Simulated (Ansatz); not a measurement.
This script makes a convergence test of the plane-wave cutoff of ZnSn3, space group Fm-3m with the Python package of Ansatz (0.2.0).

Script `ecut.py`:
```python
"""Cutoff test for ZnSn3."""

import warnings

import ansatz as az
import numpy as np
from tabulate import tabulate

SMEARING = "cold"
WIDTH_EV = 0.1
MESH = (5, 5, 5)
FUNCTIONAL = "r2scan"
VDW = "d4"
TOLERANCE = 1e-10

warnings.simplefilter("ignore", az.DeckWarning)

vectors = np.array([
    [0.0, 3.700694, 3.700694],
    [3.700694, 0.0, 3.700694],
    [3.700694, 3.700694, 0.0],
])
xtal = (
    az.Lattice.of(vectors)
    .atom("Zn", (0.0, 0.0, 0.0))
    .atom("Sn", (0.25, 0.25, 0.25))
    .atom("Sn", (0.75, 0.75, 0.75))
    .atom("Sn", (0.5, 0.5, 0.5))
)

job = (
    xtal.calculation()
    .occupations(SMEARING, width=WIDTH_EV)
    .kpoints(*MESH)
    .functional(FUNCTIONAL, dispersion=VDW)
    .scf(tolerance=TOLERANCE)
)

rows = []
for value in [250, 350, 450, 550]:
    rep = job.basis(value).run(threads=1, backend="cpu").report
    rows.append((value, rep["free_energy_ev"] / len(rep["lattice"]["sites"]), rep["n_iterations"], rep["n_pw"]))

print(tabulate(rows, headers=["cutoff (eV)", "F/atom (eV)", "iterations", "plane waves"], floatfmt=".4f", tablefmt="grid"))

# the last row is the reference
for row in rows[:-1]:
    shift = 1000 * (row[1] - rows[-1][1])
    print(f"{row[0]}: {shift:+.2f} meV/atom" + ("  (within 1 meV)" if abs(shift) < 1 else ""))
```

From which cutoff on is the energy per atom within 1 meV of the last row, and how does it get there?

From 450 eV on it stays within 1 meV an atom of the value at 550 eV; the first row (250 eV) is off by 646.5 meV and the last but one by 0.88 meV. The energy falls steadily, as expected when plane waves are added. The last run costs about 3.2 times the first.

What the script printed:

Output of `python ecut.py`:
```text
+---------------+---------------+--------------+---------------+
|   cutoff (eV) |   F/atom (eV) |   iterations |   plane waves |
+===============+===============+==============+===============+
|           250 |    -5359.6298 |           10 |           941 |
+---------------+---------------+--------------+---------------+
|           350 |    -5360.2701 |           11 |          1459 |
+---------------+---------------+--------------+---------------+
|           450 |    -5360.2755 |           11 |          2133 |
+---------------+---------------+--------------+---------------+
|           550 |    -5360.2764 |           11 |          2975 |
+---------------+---------------+--------------+---------------+
250: +646.51 meV/atom
350: +6.24 meV/atom
450: +0.88 meV/atom  (within 1 meV)
```

Reading the output:
- Dispersion corrections can be off by several per cent in the lattices of metals, and by several GPa in the pressure at a fixed cell.
- The mesh is modest for a metal, so energies can be off by several to tens of meV an atom and pressures by half a GPa or more; differences at equal mesh fare better.
- This cell is a computed structure, which may not be the phase found in nature.
- Shifts are counted from the last row, which is itself no proven limit.
- The script silences the warnings on its input, which a real study should read.
- Wall time of the script: 22 s on 1 thread of Arm Neoverse V1, on a shared host, peak memory 0.73 GiB.
